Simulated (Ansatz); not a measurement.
The system is InPd.

```
In Pd
1.0
     0.00000    2.74607    2.74607
     2.74607    0.00000    2.74607
     2.74607    2.74607    0.00000
In Pd
1 1
Cartesian
  0.0000 0.0000 0.0000
  2.7461 2.7461 2.7461
```

The cell was built by a generator and needn't be a form met in nature.

```yaml
Program: Ansatz 0.2.0
Task: relaxation of cell and atoms
Functional: HSE03
Potentials_or_basis: Ansatz PAW
Cutoff: "420 eV (not typed: the program's choice for these potentials)"
k_mesh: 4 × 4 × 4
Occupations: fermi-dirac, width 0.05 eV
Spin: no spin polarisation
```

At the start: volume 20.71 Å³/atom.

Question: How do energy, volume and symmetry change on relaxing?

Answer: It ends after 5 steps and the volume is 19.89 Å³/atom (-3.9 %); space group Fm-3m (No. 225, to 0.05 Å).

The path:
```
step  energy change (eV)  largest force (eV/Å)  volume (Å³)
   1              0.0000                0.0000        41.42
   2             -0.0065                0.0000        38.42
   3             -0.0205                0.0000        39.90
   4             -0.0207                0.0000        39.78
   5             -0.0192                0.0000        39.78
```

Final structure:
```
In Pd
1.0
     0.00000    2.70954    2.70954
     2.70954    0.00000    2.70954
     2.70954    2.70954    0.00000
In Pd
1 1
Direct
  0.00000 0.00000 0.00000
  0.50000 0.50000 0.50000
```

Caveat: the k mesh is coarse (spacing up to 0.50 Å⁻¹), so the values aren't converged, least of all with exact exchange; the plane-wave basis is chosen anew once the cell has moved, so the energies of steps on either side of that aren't comparable; the PAW data sets come from PBE, with cores solved anew for the run's functional, which leaves a small shift of forces and pressure.
